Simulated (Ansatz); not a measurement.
**GaH5O: how energies converge with the basis set**

One table from this session's results is given with a row withheld; the runs are named, their logs left out.

Program: Ansatz 0.2.0, Gaussian basis. Level of theory: one geometry, several basis sets. These are calculated values, not measurements.

The runs, in order: PBE0-D4/def2-SVP; ωB97M-V/def2-SVP; PBE0-D4/def2-QZVPP; ωB97M-V/def2-QZVPP; the functionals' def2-TZVPP values are taken from earlier runs.

## The relaxed structure

An earlier PBE0-D4 in a triple-zeta def2 set relaxation fixed the geometry.

SMILES `[OH2+][GaH3-]`, 7 atoms, charge 0, spin multiplicity 1.

Atoms are counted from 1 here; the program's logs count them from 0.

Bond lengths: O1–Ga2 2.197 Å, O1–H3 0.962 Å, O1–H4 0.962 Å, Ga2–H5 1.570 Å, Ga2–H6 1.580 Å, Ga2–H7 1.581 Å. Angles: Ga2–O1–H3 108.3°, Ga2–O1–H4 109.4°, H3–O1–H4 106.7°, O1–Ga2–H5 99.8°, O1–Ga2–H6 93.8°, O1–Ga2–H7 94.4°, H5–Ga2–H6 119.5°, H5–Ga2–H7 119.2°, H6–Ga2–H7 118.0°.

Coordinates:

```xyz
7
GaH5O
O    -0.2450   -1.2181   -0.1704
Ga    0.1575    0.9413   -0.1358
H    -0.9529   -1.4043    0.4546
H     0.5316   -1.6937    0.1411
H     0.0820    1.2506   -1.6733
H    -1.0847    1.2657    0.7856
H     1.5726    0.7905    0.5525
```

Set-up of the first run:

in.yaml reads:

```yaml
crystal:
  periodic: [false, false, false]
  atoms:
    - {symbol: O, position_ang: [-0.244980, -1.218094, -0.170405]}
    - {symbol: Ga, position_ang: [0.157465, 0.941324, -0.135845]}
    - {symbol: H, position_ang: [-0.952880, -1.404318, 0.454557]}
    - {symbol: H, position_ang: [0.531579, -1.693731, 0.141059]}
    - {symbol: H, position_ang: [0.082036, 1.250621, -1.673256]}
    - {symbol: H, position_ang: [-1.084652, 1.265715, 0.785580]}
    - {symbol: H, position_ang: [1.572630, 0.790483, 0.552510]}
basis:
  gaussian: {orbitals: def2-SVP}
hamiltonian: {xc: pbe0, dispersion: d4}
output: {orbitals: {seedname: orbitals}}
```

Steps of the session up to this table: PBE0-D4 in def2-SVP; ωB97M-V in def2-SVP; PBE0-D4 in def2-QZVPP; ωB97M-V in def2-QZVPP.

One of the session's tables, all rows but one given; the rest of the session is left out.

It belongs to the step «Functionals by basis». 

| functional | basis | HOMO (eV) |
| --- | --- | --- |
| PBE0-D4 | def2-SVP | -7.68 |
| PBE0-D4 | def2-TZVPP | ? |
| PBE0-D4 | def2-QZVPP | -7.78 |
| ωB97M-V | def2-SVP | -9.87 |
| ωB97M-V | def2-TZVPP | -10.01 |
| ωB97M-V | def2-QZVPP | -10.03 |

Estimate the missing values for PBE0-D4, def2-TZVPP.

**Answer.** HOMO (eV): -7.77. In the column «HOMO (eV)» it lies between PBE0-D4, def2-QZVPP (-7.78) and PBE0-D4, def2-SVP (-7.68).
